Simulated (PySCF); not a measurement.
**C₃H₈BNS: electronic excitations and core binding energies**

Wanted: the electronic excitations and core binding energies of C₃H₈BNS (`NB1CCSC1`), by calculation.

The runs use PySCF 2.14.0, with density-fitted response routines of our own; the level of theory stands in each step. All values are computed, except where a source is named. Atoms are numbered from 0 throughout.

## 1. The starting structure

14 atoms, charge 0, multiplicity 1; geometry from: GFN2-xTB.

Bonds of the start (Å): N0–B1 1.38, B1–C2 1.59, C2–C3 1.53, C3–S4 1.83, S4–C5 1.83, C5–B1 1.59, N0–H6 1.01, N0–H7 1.01, C2–H8 1.09, C2–H9 1.09, C3–H10 1.09, C3–H11 1.09, C5–H12 1.09, C5–H13 1.09.

## 2. TDDFT and polarisability: CAM-B3LYP/def2-SVPD

Job settings and geometry (Å):

```
{"job": {"kind": "uv", "xc": "CAM-B3LYP", "basis": "def2-SVPD", "nstates": 8, "ntriplets": 3}, "charge": 0, "multiplicity": 1}
N     -1.865913    -0.941205    -0.103268
B     -0.686758    -0.228132    -0.118077
C      0.770254    -0.868132    -0.105180
C      1.731558     0.217115     0.369524
S      1.136391     1.812955    -0.294442
C     -0.633805     1.361039    -0.161852
H     -1.909660    -1.945824    -0.068392
H     -2.776422    -0.513718    -0.130943
H      1.040739    -1.156009    -1.125188
H      0.880743    -1.759350     0.514759
H      1.731197     0.294901     1.458302
H      2.753677     0.083930     0.020299
H     -1.140851     1.807934    -1.016241
H     -1.031829     1.834021     0.738533
```

With the program's defaults for keys left out, this is: TDDFT CAM-B3LYP/def2-SVPD, vertical, gas phase, core orbitals frozen in the response.

Run with:

```sh
$ OMP_NUM_THREADS=1 python probes_run.py task.json out
```

One launch serves the whole session: the jobs run in the order shown.

**Question.** This job is followed by: delta-SCF UKS SCAN, pcX-2 on the ionised atom, pcseg-1 elsewhere, spin-free X2C. Predict these results of the whole session: lowest singlet (CAM-B3LYP/def2-SVPD); brightest single state of those computed; lowest triplet; C1s binding energies, SCAN/pcX-2; N1s binding energies, SCAN/pcX-2; B1s binding energies, SCAN/pcX-2; S1s binding energies, SCAN/pcX-2; S2p binding energies, SCAN/pcX-2.

The runs gave:

```
                                quantity                               value
    lowest singlet (CAM-B3LYP/def2-SVPD)         5.13 eV (242 nm), f = 0.000
brightest single state of those computed         state 5, 6.62 eV, f = 0.026
                          lowest triplet                             4.72 eV
        C1s binding energies, SCAN/pcX-2  C3 290.65, C5 290.18, C2 289.93 eV
        N1s binding energies, SCAN/pcX-2                        N0 405.37 eV
        B1s binding energies, SCAN/pcX-2                        B1 195.53 eV
        S1s binding energies, SCAN/pcX-2                       S4 2476.10 eV
        S2p binding energies, SCAN/pcX-2                        S4 168.74 eV
```

The first singlet state (HOMO→LUMO+2 0.33, HOMO→LUMO 0.24) lies at 5.13 eV and is dark; of the 8 states computed, the strongest absorption comes from state 5 at 6.62 eV. The lowest triplet lies 0.41 eV below the lowest singlet (triplets in Tamm-Dancoff, singlets in full TDDFT). The C1s levels kept as sound span 0.72 eV, from C2 (sp3 CH2 bonded to B) up to C3 (sp3 CH2 bonded to S).
